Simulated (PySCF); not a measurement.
# CH3BCl2S: magnetic properties

Wanted: magnetic properties for CH3BCl2S (`CSB(Cl)Cl`).

Programs: PySCF 2.14.0, with routines of our own; each step states its level. All values are computed. Atoms count from 0.

## 1. The system as given

8 atoms, charge 0, multiplicity 1; geometry from: GFN2-xTB.

## 2. Magnetic properties: GIAO PBE0/def2-SVP

Job settings and geometry (Å):

```
{"job": {"kind": "mag", "xc": "PBE0", "basis": "def2-SVP"}, "charge": 0, "multiplicity": 1}
B      0.320780     1.160300    -0.930630
Cl     1.872550     0.952510    -0.183120
Cl     0.121520     2.410110    -2.109710
S     -1.078790     0.120940    -0.516990
C     -0.396700    -0.999790     0.755640
H      0.450820    -1.539170     0.346550
H     -1.194200    -1.685590     1.017460
H     -0.095990    -0.419310     1.620790
```

With the program's defaults for keys left out, this is: GIAO PBE0/def2-SVP magnetisability, rotational g tensor and spin-rotation constants, non-relativistic, gas phase.

On the command line:

```
$ OMP_NUM_THREADS=1 python excited_run.py task.json out
```

One launch serves the whole session: the jobs run in the order shown.

What it wrote:

```text
coarse grid: 8904 points
cycle   1  E = -1382.3325987399  dE =  4.820e-01  |g| = 2.610e-01  |ddm| = 2.984e+00
cycle   2  E = -1382.3253380083  dE =  7.261e-03  |g| = 3.189e-01  |ddm| = 6.448e-01
cycle   3  E = -1382.3523217279  dE = -2.698e-02  |g| = 4.979e-02  |ddm| = 3.661e-01
cycle   4  E = -1382.3530597598  dE = -7.380e-04  |g| = 8.899e-03  |ddm| = 6.816e-02
cycle   5  E = -1382.3530825950  dE = -2.284e-05  |g| = 2.526e-03  |ddm| = 1.421e-02
cycle   6  E = -1382.3530845869  dE = -1.992e-06  |g| = 5.239e-04  |ddm| = 4.517e-03
final grid: 73776 points
cycle   7  E = -1382.4871214305  dE = -1.196e-05  |g| = 6.841e-03  |ddm| = 2.245e-02
cycle   8  E = -1382.4871141836  dE =  7.247e-06  |g| = 8.454e-03  |ddm| = 1.716e-02
cycle   9  E = -1382.4871344791  dE = -2.030e-05  |g| = 5.295e-04  |ddm| = 9.871e-03
cycle  10  E = -1382.4871345536  dE = -7.446e-08  |g| = 1.330e-04  |ddm| = 7.550e-04
cycle  11  E = -1382.4871345584  dE = -4.811e-09  |g| = 3.865e-05  |ddm| = 1.904e-04
cycle  12  E = -1382.4871345588  dE = -4.311e-10  |g| = 1.269e-05  |ddm| = 5.279e-05
converged SCF energy = -1382.4871345588

Magnetisability tensor (1e-30 J/T^2)
    -1197.01       34.66       21.62
       34.66    -1290.17      -33.97
       21.62      -33.97    -1307.66
isotropic -1264.95   principal values   -1344.14  -1266.04  -1184.65
isotropic susceptibility -76.177 1e-6 cm^3/mol

Inertial axes            a          b          c
rot. const./GHz      3.1273     1.8765     1.1816
chi total           -75.410    -72.177    -80.944
chi diamagnetic    -431.816   -701.843  -1032.036
chi paramagnetic    356.406    629.667    951.092
quadrupole/D A        5.689     -4.505     -1.183
g nuclear            0.5021     0.5446     0.5251
g electronic        -0.5236    -0.5551    -0.5280
g total             -0.0216    -0.0105    -0.0028

Spin-rotation constants (kHz, H = +C I.J)
atom  isotope        aa         bb         cc
  0    11B        1.003      0.649      0.208
  1   35Cl        1.131      0.409      0.127
  2   35Cl        0.665      0.628      0.134
  5     1H       -0.326     -0.112     -0.032
  6     1H       -0.050     -0.133     -0.135
  7     1H       -0.330     -0.134     -0.018
  3    33S*       0.719      0.549      0.234
  4    13C*       0.373      0.231      0.159
* in the singly substituted isotopologue
```

It took 6.9 s on 1 thread of Arm Neoverse V1, shared host; peak memory 0.47 GiB.

From this job:

```
              quantity                      value
       magnetisability           -1265·10⁻³⁰ J/T²
  molar susceptibility         -76.2·10⁻⁶ cm³/mol
rotational g (a, b, c)  -0.0216, -0.0105, -0.0028
```

## 3. Magnetic properties: GIAO BP86/def2-SVP

The job, as its differences from that of step 2:

```diff
@@ -1,2 +1,2 @@
-{"job": {"kind": "mag", "xc": "PBE0", "basis": "def2-SVP"}, "charge": 0, "multiplicity": 1}
+{"job": {"kind": "mag", "xc": "BP86", "basis": "def2-SVP"}, "charge": 0, "multiplicity": 1}
 B      0.320780     1.160300    -0.930630
```

Method: GIAO BP86/def2-SVP magnetisability, rotational g tensor and spin-rotation constants, non-relativistic, gas phase.

What it wrote:

```text
coarse grid: 8904 points
cycle   1  E = -1382.9275937127  dE =  3.890e-01  |g| = 2.995e-01  |ddm| = 3.087e+00
cycle   2  E = -1382.9095232377  dE =  1.807e-02  |g| = 4.017e-01  |ddm| = 7.711e-01
cycle   3  E = -1382.9498667642  dE = -4.034e-02  |g| = 9.880e-02  |ddm| = 4.480e-01
cycle   4  E = -1382.9528338234  dE = -2.967e-03  |g| = 1.823e-02  |ddm| = 1.407e-01
cycle   5  E = -1382.9529007588  dE = -6.694e-05  |g| = 1.169e-02  |ddm| = 3.151e-02
cycle   6  E = -1382.9529407355  dE = -3.998e-05  |g| = 1.142e-03  |ddm| = 1.468e-02
cycle   7  E = -1382.9529411145  dE = -3.790e-07  |g| = 3.457e-04  |ddm| = 1.964e-03
final grid: 73776 points
cycle   8  E = -1383.1294427788  dE = -1.285e-05  |g| = 4.723e-03  |ddm| = 1.861e-02
cycle   9  E = -1383.1294322010  dE =  1.058e-05  |g| = 7.458e-03  |ddm| = 1.379e-02
cycle  10  E = -1383.1294483747  dE = -1.617e-05  |g| = 9.346e-04  |ddm| = 9.378e-03
cycle  11  E = -1383.1294486467  dE = -2.720e-07  |g| = 1.981e-04  |ddm| = 1.454e-03
cycle  12  E = -1383.1294486569  dE = -1.021e-08  |g| = 7.589e-05  |ddm| = 3.091e-04
cycle  13  E = -1383.1294486586  dE = -1.713e-09  |g| = 1.872e-05  |ddm| = 9.851e-05
cycle  14  E = -1383.1294486587  dE = -9.663e-11  |g| = 3.728e-06  |ddm| = 2.975e-05
converged SCF energy = -1383.1294486587

Magnetisability tensor (1e-30 J/T^2)
    -1177.14       36.60       20.71
       36.60    -1269.91      -35.62
       20.71      -35.62    -1288.87
isotropic -1245.31   principal values   -1326.51  -1245.53  -1163.88
isotropic susceptibility -74.994 1e-6 cm^3/mol

Inertial axes            a          b          c
rot. const./GHz      3.1273     1.8765     1.1816
chi total           -74.069    -71.031    -79.882
chi diamagnetic    -431.418   -701.696  -1031.592
chi paramagnetic    357.349    630.665    951.710
quadrupole/D A        5.573     -4.195     -1.377
g nuclear            0.5021     0.5446     0.5251
g electronic        -0.5250    -0.5560    -0.5283
g total             -0.0229    -0.0114    -0.0032

Spin-rotation constants (kHz, H = +C I.J)
atom  isotope        aa         bb         cc
  0    11B        1.001      0.641      0.218
  1   35Cl        1.188      0.453      0.141
  2   35Cl        0.729      0.657      0.149
  5     1H       -0.327     -0.111     -0.031
  6     1H       -0.044     -0.132     -0.136
  7     1H       -0.332     -0.133     -0.016
  3    33S*       0.779      0.570      0.250
  4    13C*       0.395      0.246      0.169
* in the singly substituted isotopologue
```

Run time: 8.9 s. Hardware: 1 thread of Arm Neoverse V1, shared host; peak memory 0.39 GiB.

In short:

```
              quantity                      value
       magnetisability           -1245·10⁻³⁰ J/T²
  molar susceptibility         -75.0·10⁻⁶ cm³/mol
rotational g (a, b, c)  -0.0229, -0.0114, -0.0032
```

## 4. Magnetic properties side by side

```
             level  ξ (10⁻³⁰ J/T²)     g(a)     g(b)  gap (eV)  functions   time
GIAO PBE0/def2-SVP           -1265  -0.0216  -0.0105      6.85         97  6.9 s
GIAO BP86/def2-SVP           -1245  -0.0229  -0.0114      4.80         97  8.9 s
```

## 5. What came out

| quantity | value |
| --- | --- |
| magnetisability (step 2, GIAO PBE0/def2-SVP) | -1265·10⁻³⁰ J/T² |
| molar susceptibility (step 2, GIAO PBE0/def2-SVP) | -76.2·10⁻⁶ cm³/mol |
| rotational g (a, b, c) (step 2, GIAO PBE0/def2-SVP) | -0.0216, -0.0105, -0.0028 |
| magnetisability over the levels | -1265 to -1245·10⁻³⁰ J/T² |

The magnetisability spreads by 1.6 % over 2 levels of like cost. Two levels can agree by chance, so this spread shows no convergence. Vibrational averaging and real surroundings are missing from these values.
